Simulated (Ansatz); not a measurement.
# ClHOSn (SMILES [OH][Sn][Cl]): one structure at several levels

One table from this session's results is given with a row withheld; the runs are named, their logs left out.

Program: Ansatz 0.2.0, Gaussian basis. Level of theory: single points in def2-TZVPP. These are calculated values, not measurements.

Cores are frozen in the correlated methods. Filled d shells of the heavier atoms are correlated. Core potentials replace the inner electrons past krypton, and spin-orbit coupling is left out.

## The starting structure

SMILES `[OH][Sn][Cl]`, 4 atoms, charge 0, spin multiplicity 1.

Atoms are counted from 1 here; the program's logs count them from 0.

Bond lengths: O1–Sn2 2.094 Å, O1–H4 0.973 Å, Sn2–Cl3 2.384 Å. Angles: Sn2–O1–H4 137.2°, O1–Sn2–Cl3 95.4°.

As a file:

```xyz
4
charge 0, multiplicity 1
O    -0.5678    0.5538   -0.6484
Sn   -0.2882   -0.7454    0.9702
Cl    2.0778   -0.9037    0.7256
H    -1.3062    1.0390   -1.0555
```

The first run:

Contents of run/in.yaml:

```yaml
crystal:
  periodic: [false, false, false]
  atoms:
    - {symbol: O, position_ang: [-0.567800, 0.553800, -0.648400]}
    - {symbol: Sn, position_ang: [-0.288200, -0.745400, 0.970200]}
    - {symbol: Cl, position_ang: [2.077800, -0.903700, 0.725600]}
    - {symbol: H, position_ang: [-1.306200, 1.039000, -1.055500]}
basis:
  gaussian: {orbitals: def2-TZVPP}
correlation: {method: ccsd_t}
output: {forces: true}
```

The command line of these runs was not kept.

Steps of the session up to this table: CCSD(T)/def2-TZVPP; PBE0-D4/def2-TZVPP; wB97M-V/def2-TZVPP; r2SCAN-D4/def2-TZVPP; PBE-D4/def2-TZVPP; HSE06-D4/def2-TZVPP; revPBE-D4/def2-TZVPP.

One of the session's tables, all rows but one given; the rest of the session is left out.

```
   method  RMS force component (eV/Å)  angle to CCSD(T) forces (°)  dipole (D)
  CCSD(T)                       0.789                    reference        3.95
  PBE0-D4                       0.749                          4.5        3.95
  wB97M-V                       0.779                          3.7        4.02
r2SCAN-D4                           ?                            ?           ?
   PBE-D4                       0.585                         18.4        3.72
 HSE06-D4                       0.746                          4.4        3.95
revPBE-D4                       0.549                         23.5        3.72
```

Q: Estimate the row for r2SCAN-D4 from the others.

The run gave: RMS force component (eV/Å): 0.711; angle to CCSD(T) forces (°): 3.3; dipole (D): 3.81. In the column «RMS force component (eV/Å)» it lies between PBE-D4 (0.585) and HSE06-D4 (0.746).
